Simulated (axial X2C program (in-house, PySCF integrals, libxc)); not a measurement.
**All-electron X2C curves of GeCu**

Aim: find the lowest determinant of GeCu, scan the bond at several levels and fit the constants, once spin-free and once with spin–orbit coupling.

Computed with an in-house X2C program for linear molecules on PySCF integrals. Level: all-electron X2C, Ge dyall-cv3z, Cu dyall-cv3z.

All values are calculated.

**1. The job**

task.json

```json
{"zs": [32, 29], "q": 0, "bas": ["dyall-cv3z", "dyall-cv3z"], "levels": ["PBE0", "HF", "M06"], "cc": true, "r0": 2.33, "thr": -1.0, "nmax": 90, "npts": 10, "nst": 2, "ntry": 6}
```

Keys: zs atomic numbers; q charge; bas basis sets; levels methods (HF also brings MP2); cc coupled cluster on or off; r0 starting distance in Å; thr threshold in hartree for freezing inner shells (an s shell follows its p shell); nmax most natural virtual spinors; npts points asked for on the curve; nst determinants followed; ntry starts of the search.

The run is started by

```sh
python so2c.py task.json out
```

Spin-free means the one-electron spin-free X2C Hamiltonian; two-component (2c) means X2C with spin–orbit coupling and atomic mean-field two-electron Coulomb and Gaunt terms. Basis: Ge dyall-cv3z contracted to [9s9p7d4f1g], Cu dyall-cv3z contracted to [9s9p6d3f2g]; Gaussian nuclei, density fitting. Masses: Ge 73.921 u, Cu 62.930 u.

Notation: σ, π±, δ± give the projection m of an orbital's angular momentum (0, ±1, ±2), α and β its spin, Λ and M_S the sums; ω is the projection of a spinor's total angular momentum and Ω the sum. Logs are in hartree.

The results follow Hamiltonian by Hamiltonian and level by level.

**2. Search for the lowest determinant**

Determinants are compared with PBE0 at 2.330 Å.

Spin-free determinants:

| ΔE (eV) | state | open shells |
| --- | --- | --- |
| 0.00 | M_S = 1/2, Λ = 1 | beyond closed shells: π+α |
| 0.70 | M_S = 3/2, Λ = 0 | beyond closed shells: σα, π+α, π-α |
| 1.12 | M_S = 1/2, Λ = 0 | beyond closed shells: σβ, π+α, π-α |
| 1.65 | M_S = 1/2, Λ = 2 | beyond closed shells: σα, π+α, π+β |
| 1.65 | M_S = 1/2, Λ = 0 | beyond closed shells: σα, π+β, π-α |
| 1.84 | M_S = 1/2, Λ = 0 | beyond closed shells: σα |
| 2.10 | M_S = 3/2, Λ = 1 | beyond closed shells: 2 × σα, π+α |

Two-component determinants:

```json
{"ΔE (eV)": "0.00", "state": "Ω = 1/2", "open shells": "excess of +ω over −ω: ω = 1/2"}
{"ΔE (eV)": "0.11", "state": "Ω = 3/2", "open shells": "excess of +ω over −ω: ω = 3/2"}
{"ΔE (eV)": "1.18", "state": "Ω = 1/2", "open shells": "excess of +ω over −ω: 2 × ω = -1/2, ω = 3/2"}
{"ΔE (eV)": "1.70", "state": "Ω = 5/2", "open shells": "excess of +ω over −ω: 2 × ω = 1/2, ω = 3/2"}
{"ΔE (eV)": "1.81", "state": "Ω = 1/2", "open shells": "excess of +ω over −ω: ω = 1/2"}
{"ΔE (eV)": "2.44", "state": "Ω = 3/2", "open shells": "excess of +ω over −ω: 3 × ω = 1/2"}
{"ΔE (eV)": "2.67", "state": "Ω = 5/2", "open shells": "excess of +ω over −ω: ω = -1/2, 2 × ω = 3/2"}
```

**3. PBE0, spin-free**

State followed: M_S = 1/2, Λ = 1 (beyond closed shells: π+α). The scan is laid around 2.274 Å, a first estimate of the minimum, and this SCF restarts from the orbitals of the search.

The SCF at the reference distance of 2.274 Å:

```text
spin-free X2C-1e  PBE0
basis functions 213  fitting functions 1200  grid points 5802
iter        total energy     max residual
   1      -3752.303287282     3.63e+00
   2      -3753.141245639     1.85e-01
   3      -3753.145458978     6.69e-02
   4      -3753.154256779     1.44e-01
   5      -3753.171607635     3.62e-02
   6      -3753.174011579     1.40e-02
   7      -3753.174708625     1.30e-02
   8      -3753.174877451     1.32e-03
   9      -3753.174898552     1.33e-03
  10      -3753.174901101     4.76e-04
  11      -3753.174901521     9.33e-05
  12      -3753.174901575     9.02e-05
  13      -3753.174901587     8.18e-06
  14      -3753.174901589     6.33e-06
converged
one-electron -5660.03446187  Coulomb 1838.64095583  exact exchange -36.20606505  xc functional -111.52803574  nuclear repulsion 215.95270525
```

Along the bond, energies from the lowest point:

```csv
R (Å),E (eV),μ (D),HOMO (eV),LUMO (eV),iterations
2.138,0.0839,1.25,-5.02,-3.22,17
2.206,0.0169,1.20,-5.02,-3.21,16
2.274,0.0000,1.14,-5.03,-3.21,14
2.354,0.0269,1.06,-5.04,-3.22,17
2.433,0.0899,0.97,-5.06,-3.23,15
2.535,0.2065,0.85,-5.09,-3.25,17
```

Dipoles are positive if Cu is the positive end.

Outer orbitals at the reference distance:

```json
{"symmetry": "δ+α", "occupied": "yes", "ε (eV)": "-32.77", "atomic character": "100% Ge d"}
{"symmetry": "δ-α", "occupied": "yes", "ε (eV)": "-32.73", "atomic character": "100% Ge d"}
{"symmetry": "δ+β", "occupied": "yes", "ε (eV)": "-32.65", "atomic character": "100% Ge d"}
{"symmetry": "δ-β", "occupied": "yes", "ε (eV)": "-32.65", "atomic character": "100% Ge d"}
{"symmetry": "π+α", "occupied": "yes", "ε (eV)": "-32.60", "atomic character": "100% Ge d"}
{"symmetry": "π-α", "occupied": "yes", "ε (eV)": "-32.58", "atomic character": "100% Ge d"}
{"symmetry": "σα", "occupied": "yes", "ε (eV)": "-32.56", "atomic character": "100% Ge d"}
{"symmetry": "π+β", "occupied": "yes", "ε (eV)": "-32.54", "atomic character": "100% Ge d"}
{"symmetry": "π-β", "occupied": "yes", "ε (eV)": "-32.54", "atomic character": "100% Ge d"}
{"symmetry": "σβ", "occupied": "yes", "ε (eV)": "-32.52", "atomic character": "100% Ge d"}
{"symmetry": "σα", "occupied": "yes", "ε (eV)": "-13.60", "atomic character": "74% Ge s, 10% Cu p, 9% Cu s"}
{"symmetry": "σβ", "occupied": "yes", "ε (eV)": "-12.66", "atomic character": "72% Ge s, 10% Cu p, 10% Cu s"}
{"symmetry": "π+α", "occupied": "yes", "ε (eV)": "-8.17", "atomic character": "94% Cu d, 5% Ge p"}
{"symmetry": "σα", "occupied": "yes", "ε (eV)": "-8.04", "atomic character": "88% Cu d, 7% Ge p, 3% Ge s"}
{"symmetry": "σβ", "occupied": "yes", "ε (eV)": "-7.97", "atomic character": "88% Cu d, 5% Ge p, 4% Ge s"}
{"symmetry": "π+β", "occupied": "yes", "ε (eV)": "-7.93", "atomic character": "97% Cu d, 2% Ge p"}
{"symmetry": "π-β", "occupied": "yes", "ε (eV)": "-7.93", "atomic character": "97% Cu d, 2% Ge p"}
{"symmetry": "π-α", "occupied": "yes", "ε (eV)": "-7.89", "atomic character": "95% Cu d, 4% Ge p"}
{"symmetry": "δ+α", "occupied": "yes", "ε (eV)": "-7.77", "atomic character": "100% Cu d"}
{"symmetry": "δ+β", "occupied": "yes", "ε (eV)": "-7.75", "atomic character": "100% Cu d"}
{"symmetry": "δ-β", "occupied": "yes", "ε (eV)": "-7.75", "atomic character": "100% Cu d"}
{"symmetry": "δ-α", "occupied": "yes", "ε (eV)": "-7.75", "atomic character": "100% Cu d"}
{"symmetry": "σα", "occupied": "yes", "ε (eV)": "-6.03", "atomic character": "53% Ge p, 36% Cu s, 5% Cu d"}
{"symmetry": "σβ", "occupied": "yes", "ε (eV)": "-5.79", "atomic character": "51% Ge p, 39% Cu s, 4% Ge s"}
{"symmetry": "π+α", "occupied": "yes", "ε (eV)": "-5.03", "atomic character": "82% Ge p, 10% Cu p, 7% Cu d"}
{"symmetry": "π-α", "occupied": "no", "ε (eV)": "-3.21", "atomic character": "80% Ge p, 13% Cu p, 6% Cu d"}
{"symmetry": "π-β", "occupied": "no", "ε (eV)": "-2.39", "atomic character": "77% Ge p, 19% Cu p, 4% Cu d"}
{"symmetry": "π+β", "occupied": "no", "ε (eV)": "-2.39", "atomic character": "77% Ge p, 19% Cu p, 4% Cu d"}
{"symmetry": "σα", "occupied": "no", "ε (eV)": "-1.72", "atomic character": "37% Cu s, 37% Cu p, 20% Ge p"}
```

PBE0 fields in the half plane through the axis: z from -2.4 to 4.5 Å across, distance from the axis 0.15 to 2.25 Å upwards; Ge lies at z = 0 and Cu at z = 2.274 Å; the ELF is damped to zero where the density is low.

log10 density (e/bohr³). Ten even steps from '0' (-4.37 ) to '9' (1.38 ):
```
001112222222222222111000
011222233332223222221100
112233333333333333322110
122334444444444444332211
123344455544444554433211
223345556555555665543221
223445677765556777543321
233455689865567998643321
```

ELF. Ten even steps from '0' (0.00 ) to '9' (0.90 ):
```
000012221111111111100000
001234443222223222110000
013567765433333322211000
025788876554443222111000
147899754456532221111000
268998421136522332110000
379996247414524775100000
479994282823427328200000
```

Re = 2.267 Å, ωe = 256.6 cm⁻¹, ωexe = 0.864 cm⁻¹, Be = 0.09646 cm⁻¹, De = 2.04 eV, μ = 1.15 D.

**4. HF, spin-free**

The SCF at the reference distance of 2.274 Å:

```text
spin-free X2C-1e  HF
basis functions 213  fitting functions 1200  grid points 5802
iter        total energy     max residual
   1      -3750.265060984     2.70e-01
   2      -3750.308824997     3.50e-02
   3      -3750.310424246     8.68e-02
   4      -3750.318654611     8.47e-03
   5      -3750.318976596     2.54e-03
   6      -3750.319112120     3.45e-03
   7      -3750.319127634     4.36e-04
   8      -3750.319131272     4.01e-04
   9      -3750.319132547     2.54e-04
  10      -3750.319134286     1.60e-04
  11      -3750.319135620     1.85e-04
  12      -3750.319136684     1.81e-04
  13      -3750.319137135     7.32e-05
  14      -3750.319137257     2.10e-05
  15      -3750.319137279     1.37e-05
  16      -3750.319137284     6.45e-06
  17      -3750.319137285     2.51e-06
converged
one-electron -5662.59635133  Coulomb 1841.47840435  exact exchange -145.15389555  xc functional 0.00000000  nuclear repulsion 215.95270525
```

No constants are quoted: too few points lie around the minimum for a second fit to confirm the first.

**5. M06, spin-free**

The SCF at the reference distance of 2.274 Å:

```text
spin-free X2C-1e  M06
basis functions 213  fitting functions 1200  grid points 5802
iter        total energy     max residual
   1      -3753.683554914     1.22e-01
   2      -3753.690483276     1.08e-02
   3      -3753.690948341     2.48e-02
   4      -3753.691599621     8.63e-03
   5      -3753.691917916     6.10e-03
   6      -3753.691991815     1.20e-03
   7      -3753.691996482     8.71e-04
   8      -3753.692000059     1.94e-04
   9      -3753.692000210     2.08e-05
  10      -3753.692000230     1.73e-05
  11      -3753.692000234     2.84e-06
converged
one-electron -5659.58310503  Coulomb 1838.18752747  exact exchange -39.09954684  xc functional -109.14958108  nuclear repulsion 215.95270525
```

Re = 2.285 Å, ωe = 253.0 cm⁻¹, ωexe = 0.812 cm⁻¹, Be = 0.09501 cm⁻¹, De = 2.36 eV, μ = -0.08 D.

**6. Correlated methods, spin-free**

Correlated methods: 15 electrons correlated (frozen shells, counted by type: Ge 3 s, 2 p, 1 d; Cu 3 s, 2 p), 285 virtual spinors in MP2.

Output of the correlated part at 2.274 Å:

```text
correlated 15  virtual 285  natural virtual 90  E(MP2) -0.630060656  MP2 remainder -0.060759244
iter   CCSD correlation   residual
   1     -0.470747629   2.90e-01
   2     -0.506810197   2.01e-01
   3     -0.513652913   5.62e-02
   4     -0.514101326   3.16e-02
   5     -0.514239077   1.51e-02
   6     -0.514785571   9.65e-03
   7     -0.514897057   4.61e-03
   8     -0.514774424   2.12e-03
   9     -0.514890923   1.06e-03
  10     -0.514867318   5.20e-04
  11     -0.514866177   2.74e-04
  12     -0.514874532   1.54e-04
  13     -0.514872874   9.04e-05
  14     -0.514871709   5.21e-05
  15     -0.514872059   3.16e-05
  16     -0.514872144   1.70e-05
  17     -0.514871944   9.06e-06
  18     -0.514871973   5.02e-06
  19     -0.514871949   2.66e-06
  20     -0.514871948   1.46e-06
(T) -0.025678699  T1 0.0524  D1 0.1186  max T2 0.104
```

T1 in the output is the amplitude norm over the root of the electron number; divide by √2 for the Lee–Taylor value.

Coupled cluster ran at too few distances for a curve.

MP2: Re = 2.223 Å, ωe = 273.0 cm⁻¹, Be = 0.1003 cm⁻¹, De = 1.95 eV.

**7. A higher determinant, spin-free**

State: M_S = 3/2, Λ = 0 (beyond closed shells: σα, π+α, π-α).

Output at the reference distance:

```text
spin-free X2C-1e  PBE0
basis functions 213  fitting functions 1200  grid points 5802
iter        total energy     max residual
   1      -3752.337514329     3.71e+00
   2      -3753.125459672     1.92e-01
   3      -3753.133643778     5.09e-02
   4      -3753.137818731     1.34e-01
   5      -3753.147738216     2.68e-02
   6      -3753.148661125     1.95e-02
   7      -3753.149254629     1.06e-02
   8      -3753.149309662     1.15e-03
   9      -3753.149322998     1.56e-03
  10      -3753.149324303     4.79e-04
  11      -3753.149324709     1.94e-04
  12      -3753.149324736     1.18e-04
  13      -3753.149324742     3.74e-06
converged
one-electron -5659.88774304  Coulomb 1838.58012371  exact exchange -36.23194479  xc functional -111.56246587  nuclear repulsion 215.95270525
```

```csv
R (Å),E above the lowest PBE0 point (eV)
2.138,0.760
2.206,0.707
2.274,0.696
2.354,0.721
2.433,0.773
2.535,0.865
```

Re = 2.261 Å, ωe = 235.1 cm⁻¹, ωexe = 1.26 cm⁻¹, Be = 0.09702 cm⁻¹, μ = 2.66 D. Te = 0.70 eV.

**8. The spin-free curves together**

Energy (eV) of the followed determinant, spin-free, from each level's lowest point:

```csv
R (Å),PBE0,HF,MP2,M06
2.138,0.084,0.377,0.038,0.107
2.206,0.017,0.213,0.000,0.027
2.274,0.000,0.104,0.010,0.000
2.354,0.027,0.030,0.066,0.017
2.433,0.090,0.000,0.163,0.072
2.535,0.206,0.003,0.338,0.181
```

**9. PBE0, 2c**

State followed: Ω = 1/2 (excess of +ω over −ω: ω = 1/2). The scan is laid around 2.274 Å, a first estimate of the minimum, and this SCF restarts from the orbitals of the search.

Output at 2.274 Å:

```text
two-component X2C + atomic mean field  PBE0
basis functions 213  fitting functions 1200  grid points 5802
iter        total energy     max residual
   1      -3751.148374752     3.07e+00
   2      -3751.989786035     1.56e-01
   3      -3751.993748497     6.70e-02
   4      -3752.002969060     1.20e-01
   5      -3752.019958033     3.05e-02
   6      -3752.022363424     1.18e-02
   7      -3752.023050116     1.09e-02
   8      -3752.023217699     1.32e-03
   9      -3752.023238650     1.14e-03
  10      -3752.023241233     4.01e-04
  11      -3752.023241643     7.88e-05
  12      -3752.023241698     7.50e-05
  13      -3752.023241710     1.00e-05
  14      -3752.023241712     7.17e-06
converged
one-electron -5657.14192808  Coulomb 1838.08025826  exact exchange -36.19385282  xc functional -111.49037284  nuclear repulsion 215.95270525  atomic mean-field constant -1.23005149
```

Along the bond, energies from the lowest point:

```csv
R (Å),E (eV),μ (D),HOMO (eV),LUMO (eV),iterations
2.138,0.0854,1.23,-5.07,-3.15,15
2.206,0.0177,1.19,-5.07,-3.15,16
2.274,0.0000,1.13,-5.07,-3.15,14
2.354,0.0260,1.04,-5.09,-3.15,17
2.433,0.0882,0.95,-5.10,-3.16,15
2.535,0.2037,0.83,-5.13,-3.18,16
```

Dipoles are positive if Cu is the positive end.

Outer spinors at the reference distance:

```tsv
ω	occupied	ε (eV)	atomic character	λ mixture
-5/2	yes	-32.50	100% Ge d	100% δ
5/2	yes	-32.41	100% Ge d	100% δ
-3/2	yes	-32.36	100% Ge d	83% π, 17% δ
3/2	yes	-32.33	100% Ge d	89% π, 11% δ
-1/2	yes	-32.31	100% Ge d	58% σ, 42% π
1/2	yes	-32.31	100% Ge d	67% σ, 33% π
-1/2	yes	-13.59	74% Ge s, 10% Cu p, 9% Cu s	100% σ
1/2	yes	-12.64	72% Ge s, 10% Cu p, 10% Cu s	100% σ
1/2	yes	-8.26	94% Cu d, 4% Ge p	87% π, 13% σ
-1/2	yes	-8.14	92% Cu d, 4% Ge p, 2% Ge s	59% σ, 41% π
3/2	yes	-7.98	98% Cu d	52% π, 48% δ
-3/2	yes	-7.96	98% Cu d	55% δ, 45% π
1/2	yes	-7.93	89% Cu d, 6% Ge p, 4% Ge s	87% σ, 13% π
-1/2	yes	-7.88	92% Cu d, 5% Ge p	59% π, 41% σ
3/2	yes	-7.77	98% Cu d	52% δ, 48% π
-3/2	yes	-7.73	97% Cu d, 2% Ge p	55% π, 45% δ
5/2	yes	-7.65	100% Cu d	100% δ
-5/2	yes	-7.64	100% Cu d	100% δ
-1/2	yes	-6.02	53% Ge p, 36% Cu s, 5% Cu d	100% σ
1/2	yes	-5.79	51% Ge p, 39% Cu s, 4% Ge s	100% σ
1/2	yes	-5.07	82% Ge p, 10% Cu p, 7% Cu d	99% π, 1% σ
-3/2	no	-3.15	80% Ge p, 14% Cu p, 6% Cu d	100% π
-1/2	no	-2.43	77% Ge p, 19% Cu p, 4% Cu d	100% π
3/2	no	-2.33	76% Ge p, 20% Cu p, 4% Cu d	100% π
-1/2	no	-1.71	37% Cu p, 37% Cu s, 20% Ge p	100% σ
```

PBE0 fields in the half plane through the axis: z from -2.4 to 4.5 Å across, distance from the axis 0.15 to 2.25 Å upwards; Ge lies at z = 0 and Cu at z = 2.274 Å; the ELF is damped to zero where the density is low.

log10 density (e/bohr³). Ten even steps from '0' (-4.37 ) to '9' (1.38 ):
```
001112222222222222111000
011222233332222222221100
112233333333333333322110
122333444444444444332211
123344455544444554433211
223345556555555665543221
223445677765556776543321
233455689865567998643321
```

ELF. Ten even steps from ' ' (0.00 ) to '@' (0.90 ):
```
        ..::::::......................          
    ..::--======--::::::::::----::::....        
  ..--++**####**++==------------::::::....      
  ::++##%%%%%%##**++++======--::::::......      
..==##%%@@@@##**====++**++--::::::........      
::**%%@@@@%%==::....--**++::::----::....        
--##@@@@@@**::==##==..==++::==####++..          
==##@@@@@@==::%%::%%::--==::##--::%%::          
```

Re = 2.269 Å, ωe = 255.9 cm⁻¹, ωexe = 0.863 cm⁻¹, Be = 0.09634 cm⁻¹, De = 2.09 eV, μ = 1.13 D.

**10. HF, 2c**

Output at 2.274 Å:

```text
two-component X2C + atomic mean field  HF
basis functions 213  fitting functions 1200  grid points 5802
iter        total energy     max residual
   1      -3749.114427337     2.86e-01
   2      -3749.158143113     3.50e-02
   3      -3749.159738822     9.18e-02
   4      -3749.167937516     8.97e-03
   5      -3749.168262866     2.53e-03
   6      -3749.168404901     3.77e-03
   7      -3749.168423951     4.98e-04
   8      -3749.168431781     7.60e-04
   9      -3749.168436810     7.53e-04
  10      -3749.168443188     3.77e-04
  11      -3749.168446744     1.81e-04
  12      -3749.168448203     1.33e-04
  13      -3749.168448575     8.00e-05
  14      -3749.168448697     4.43e-05
  15      -3749.168448759     3.66e-05
  16      -3749.168448810     3.52e-05
  17      -3749.168448855     2.37e-05
  18      -3749.168448886     1.42e-05
  19      -3749.168448899     8.74e-06
  20      -3749.168448903     5.84e-06
  21      -3749.168448904     2.16e-06
converged
one-electron -5659.69626005  Coulomb 1840.90988770  exact exchange -145.10473031  xc functional 0.00000000  nuclear repulsion 215.95270525  atomic mean-field constant -1.23005149
```

No constants are quoted: too few points lie around the minimum for a second fit to confirm the first.

**11. M06, 2c**

The SCF at the reference distance of 2.274 Å:

```text
two-component X2C + atomic mean field  M06
basis functions 213  fitting functions 1200  grid points 5802
iter        total energy     max residual
   1      -3752.532206018     1.49e-01
   2      -3752.539128831     1.08e-02
   3      -3752.539605637     3.06e-02
   4      -3752.540253281     8.66e-03
   5      -3752.540573471     7.56e-03
   6      -3752.540648205     1.21e-03
   7      -3752.540653070     9.45e-04
   8      -3752.540656741     2.50e-04
   9      -3752.540656920     2.54e-05
  10      -3752.540656952     2.83e-05
  11      -3752.540656959     3.25e-06
converged
one-electron -5656.68944809  Coulomb 1837.62585665  exact exchange -39.08641999  xc functional -109.11329929  nuclear repulsion 215.95270525  atomic mean-field constant -1.23005149
```

Re = 2.286 Å, ωe = 252.3 cm⁻¹, ωexe = 0.812 cm⁻¹, Be = 0.09488 cm⁻¹, De = 2.43 eV, μ = -0.10 D.

**12. MP2, 2c**

Correlated methods: 15 electrons correlated (frozen shells, counted by type: Ge 3 s, 2 p, 1 d; Cu 3 s, 2 p), 285 virtual spinors in MP2.

MP2: Re = 2.225 Å, ωe = 273.3 cm⁻¹, Be = 0.1002 cm⁻¹, De = 1.99 eV.

**13. A higher determinant, 2c**

State: Ω = 3/2 (excess of +ω over −ω: ω = 3/2).

Output at the reference distance:

```text
two-component X2C + atomic mean field  PBE0
basis functions 213  fitting functions 1200  grid points 5802
iter        total energy     max residual
   1      -3751.144645456     3.07e+00
   2      -3751.985856033     1.54e-01
   3      -3751.989908305     6.67e-02
   4      -3751.998856092     1.19e-01
   5      -3752.015825644     2.97e-02
   6      -3752.018211204     1.20e-02
   7      -3752.018902745     1.08e-02
   8      -3752.019069763     1.29e-03
   9      -3752.019090563     1.13e-03
  10      -3752.019093122     3.89e-04
  11      -3752.019093537     8.17e-05
  12      -3752.019093599     7.79e-05
  13      -3752.019093617     2.11e-05
  14      -3752.019093624     1.47e-05
converged
one-electron -5657.05579365  Coulomb 1837.99633682  exact exchange -36.19346385  xc functional -111.48882671  nuclear repulsion 215.95270525  atomic mean-field constant -1.23005149
```

```csv
R (Å),E above the lowest PBE0 point (eV)
2.138,0.198
2.206,0.130
2.274,0.113
2.354,0.139
2.433,0.202
2.535,0.318
```

Re = 2.268 Å, ωe = 256.5 cm⁻¹, ωexe = 0.865 cm⁻¹, Be = 0.09641 cm⁻¹, μ = 1.17 D. Te = 0.11 eV.

**14. The 2c curves together**

Energy (eV) of the followed determinant, 2c, from each level's lowest point:

```csv
R (Å),PBE0,HF,MP2,M06
2.138,0.085,0.380,0.039,0.108
2.206,0.018,0.215,0.000,0.028
2.274,0.000,0.105,0.009,0.000
2.354,0.026,0.031,0.065,0.016
2.433,0.088,0.000,0.161,0.070
2.535,0.204,0.002,0.335,0.178
```

The whole job took 3.6 min on 1 thread of AMD EPYC 7B13 (Zen 3), shared host; peak memory 0.95 GiB.

**15. Constants**

Lowest determinant that the search found at its distance, spin-free: M_S = 1/2, Λ = 1 (beyond closed shells: π+α).

Lowest determinant that the search found at its distance, 2c: Ω = 1/2 (excess of +ω over −ω: ω = 1/2).

```
Hamiltonian  level  Re (Å)  ωe (cm⁻¹)  De (eV)  μ (D)
  spin-free   PBE0   2.267      256.6     2.04   1.15
  spin-free    MP2   2.223      273.0     1.95    n/a
  spin-free    M06   2.285      253.0     2.36  -0.08
         2c   PBE0   2.269      255.9     2.09   1.13
         2c    MP2   2.225      273.3     1.99    n/a
         2c    M06   2.286      252.3     2.43  -0.10
```

Dipoles are positive if Cu is the positive end. No constants: spin-free HF (too few points lie around the minimum for a second fit to confirm the first); 2c HF (too few points lie around the minimum for a second fit to confirm the first).

Time per point (s) on 1 thread of AMD EPYC 7B13 (Zen 3), shared host (2c runs); the times are rough: PBE0 2.1, MP2 2, M06 3.

At MP2, going from spin-free to two-component changes Re by +2 mÅ, ωe by +0.1 %; the spin-free picture holds up (part of it comes from the scalar share of the two-electron terms). De moves by +0.05 eV; both De rest on single-determinant atoms, which can miss part of an open shell's spin–orbit lowering.

De refers to Ge + Cu, each in the lowest determinant found, which need not be this curve's own limit. The state is a single determinant with fixed occupations, the lowest that a limited PBE0 search found. De is counted from the lowest determinant-based energies of the atoms at the same level, without counterpoise correction. Density functionals use the spin component along the axis (collinear). The meta-GGAs lack a current-density term, which matters for open shells with orbital currents, atoms included. The spin-free determinant is spin-contaminated at some levels, which hurts MP2 most. With the outer-core shells frozen, correlated bond lengths of heavy atoms tend to come out a few hundredths of an ångström too long.
